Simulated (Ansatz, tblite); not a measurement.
**[MoO3Cl]- (MoClO₃−): rung by rung**

The task here is to estimate one member of a computed series from the others.

Computed with Ansatz 0.2.0, Gaussian basis. Level: as each input shows.

Plan: GFN1-xTB, GFN2-xTB, PBE-D4/def2-TZVPD, r2SCAN-D4/def2-TZVPD, LC-ωPBE/def2-TZVPD, B97M-V/def2-TZVPD, B3LYP-D4/def2-TZVPD, r2SCANh-D4/def2-TZVPD, HF/def2-TZVPD, BLYP-D4/def2-TZVPD, HSE06-D4/def2-TZVPD, PBE+5HF/def2-TZVPD, PBE+10HF/def2-TZVPD, PBE+15HF/def2-TZVPD, PBE+35HF/def2-TZVPD, PBE+50HF/def2-TZVPD, PBE-D4/def2-SVPD, PBE0-D4/def2-SVPD, CCSD(T)/def2-TZVPD, RPA/def2-TZVPD.

1 further run of the same task is left out (set aside as unsound or not needed). Runs told in other sessions of the task aren't counted.

### The relaxed structure

The singlet was relaxed beforehand with r2SCAN-D4/def2-SVPD.

5 atoms, charge -1, spin multiplicity 1.

Bond lengths: Mo1–O2 1.726 Å, Mo1–O3 1.726 Å, Mo1–O4 1.726 Å, Mo1–Cl5 2.368 Å. Angles: O2–Mo1–O3 109.5°, O2–Mo1–O4 109.5°, O2–Mo1–Cl5 109.4°, O3–Mo1–O4 109.5°, O3–Mo1–Cl5 109.4°, O4–Mo1–Cl5 109.4°.

Formally the metal is d0. Mo takes a core potential in the def2 sets. No spin-orbit coupling is included. The ion is computed in the gas phase, without counter-ions or solvent.

PBE0-D4/def2-TZVPD was run before; its log isn't repeated, and its numbers join the tables.

The first run:

Tight binding, by tblite at 300 K electronic temperature and without a spin-polarisation term:

```python
tblite.interface.Calculator('GFN1-xTB', numbers, positions, charge=-1, uhf=0).singlepoint()
```

Tight binding, by tblite at 300 K electronic temperature and without a spin-polarisation term:

```python
tblite.interface.Calculator('GFN2-xTB', numbers, positions, charge=-1, uhf=0).singlepoint()
```

start.molden holds the orbitals of an earlier run on this state, given as this run's starting guess.

Input file in.yaml:

```yaml
crystal:
  periodic: [false, false, false]
  atoms:
    - {symbol: Mo, position_ang: [0.060863, 0.105372, 0.043803]}
    - {symbol: O, position_ang: [0.070433, 0.086480, 1.770074]}
    - {symbol: O, position_ang: [1.684674, 0.115307, -0.542344]}
    - {symbol: O, position_ang: [-0.762394, 1.516810, -0.513439]}
    - {symbol: Cl, position_ang: [-1.053585, -1.823959, -0.758103]}
basis:
  gaussian: {orbitals: def2-TZVPD, initial_orbitals: start.molden}
total_charge: -1
hamiltonian: {xc: pbe, dispersion: d4}
scf: {omitted_lower_state_checks: [starts]}
output: {forces: true, orbitals: {seedname: orbitals}}
```

Launch:

```sh
> ansatz run in.yaml --threads 4 --pin off --events-out ev --progress --plain --max-ram 3916MiB
```

Among the steps run: PBE-D4/def2-TZVPD; r2SCAN-D4/def2-TZVPD; LC-ωPBE/def2-TZVPD; B97M-V/def2-TZVPD; B3LYP-D4/def2-TZVPD; r2SCANh-D4/def2-TZVPD; HF/def2-TZVPD; BLYP-D4/def2-TZVPD; HSE06-D4/def2-TZVPD; PBE+5HF/def2-TZVPD; PBE+10HF/def2-TZVPD; PBE+15HF/def2-TZVPD; PBE+35HF/def2-TZVPD; PBE+50HF/def2-TZVPD; PBE-D4/def2-SVPD; PBE0-D4/def2-SVPD; CCSD(T)/def2-TZVPD; RPA/def2-TZVPD.

One of the session's tables, all rows but one given; the rest of the session is left out.

| level | HOMO (eV) | LUMO (eV) | gap (eV) |
| --- | --- | --- | --- |
| HF/def2-TZVPD | -7.65 | 4.39 | 12.04 |
| PBE-D4/def2-SVPD | -2.23 | 2.11 | 4.34 |
| PBE-D4/def2-TZVPD | -2.12 | 2.22 | 4.34 |
| BLYP-D4/def2-TZVPD | -2.04 | 2.28 | 4.32 |
| r2SCAN-D4/def2-TZVPD | -2.45 | 2.30 | 4.75 |
| B97M-V/def2-TZVPD | -2.54 | 2.31 | 4.85 |
| r2SCANh-D4/def2-TZVPD | -3.05 | 2.58 | 5.63 |
| B3LYP-D4/def2-TZVPD | -3.46 | 2.71 | 6.16 |
| PBE0-D4/def2-SVPD | ? | ? | ? |
| PBE0-D4/def2-TZVPD | -3.70 | 2.96 | 6.66 |
| HSE06-D4/def2-TZVPD | -3.29 | 2.59 | 5.88 |
| LC-ωPBE/def2-TZVPD | -6.45 | 4.37 | 10.82 |
| PBE+5HF/def2-TZVPD | -2.43 | 2.37 | 4.80 |
| PBE+10HF/def2-TZVPD | -2.75 | 2.51 | 5.26 |
| PBE+15HF/def2-TZVPD | -3.06 | 2.66 | 5.72 |
| PBE+35HF/def2-TZVPD | -4.35 | 3.27 | 7.62 |
| PBE+50HF/def2-TZVPD | -5.33 | 3.66 | 8.99 |

**Question.** Estimate the row for PBE0-D4/def2-SVPD.

**Answer.** HOMO (eV): -3.82; LUMO (eV): 2.83; gap (eV): 6.65. In the column «HOMO (eV)» it lies between PBE+35HF/def2-TZVPD (-4.35) and PBE0-D4/def2-TZVPD (-3.70).
